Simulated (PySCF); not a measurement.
# CH5AlF2Ge: the cost of one run

Computed with PySCF 2.14.0, with density-fitted response routines of our own, on a single molecule in the gas phase. Atoms are numbered from 0 throughout.

## (1) The starting structure

10 atoms, charge 0, multiplicity 1; geometry from: GFN2-xTB. The atoms were then displaced at random by about 0.01 Å, so the start is not that level's minimum.

Bonds of the start (Å): F0–Al1 1.62, Al1–F2 1.63, Al1–C3 1.95, C3–Ge4 2.00, C3–H5 1.09, C3–H6 1.09, Ge4–H7 1.48, Ge4–H8 1.53, Ge4–H9 1.48.

## (2) Optimising the geometry at PBE0-D3(BJ)/def2-SVP

The job: settings as JSON, then the geometry in Å.

```
{"job": {"xc": "PBE0", "basis": "def2-SVP", "d3": "d3bj", "grid": 1, "shake": 0.01, "kind": "geom"}, "charge": 0, "multiplicity": 1}
F      1.269590     2.197630     0.094560
Al     1.645720     0.622460     0.159740
F      3.160470     0.282850     0.666400
C      0.377150    -0.774210    -0.315160
Ge    -1.482130    -0.037630    -0.302800
H      0.426570    -1.601140     0.392370
H      0.569220    -1.191360    -1.300150
H     -2.466830    -1.110030    -0.574860
H     -1.802780     0.560700     1.063070
H     -1.646550     1.029800    -1.315580
```

Command:

```sh
$ OMP_NUM_THREADS=1 python probes_run.py task.json out
```

The driver reads the jobs from task.json and runs them one after another.

**Question.** How long does this first job take on 1 thread of Arm Neoverse N1, shared host, and how much memory does it need?

About 90 s, with a peak of 0.49 GiB.
